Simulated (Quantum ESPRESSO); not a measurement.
The system is Mo.

```
CELL_PARAMETERS angstrom
-1.56000 1.56000 1.56000
1.56000 -1.56000 1.56000
1.56000 1.56000 -1.56000
ATOMIC_POSITIONS crystal
Mo 0.00000 0.00000 0.00000
```

The cell was built by a generator and needn't be a form met in nature.

Program: Quantum ESPRESSO 7.5. Alike in all runs: task single point; no spin polarisation; cell as given; k mesh 18 × 18 × 18; cutoff (eV) 612; smearing methfessel-paxton 0.1 eV.

Question: Order these runs on this cell by their pressure, lowest first.
A. level LDA; potentials or basis GBRV 1.5 LDA; form of the LDA correlation PZ81
B. level PBE; potentials or basis GBRV 1.5 PBE
C. level PBEsol; potentials or basis GBRV 1.5 PBEsol

Answer: A (-3.0 GPa), C (1.6 GPa), B (10.0 GPa).
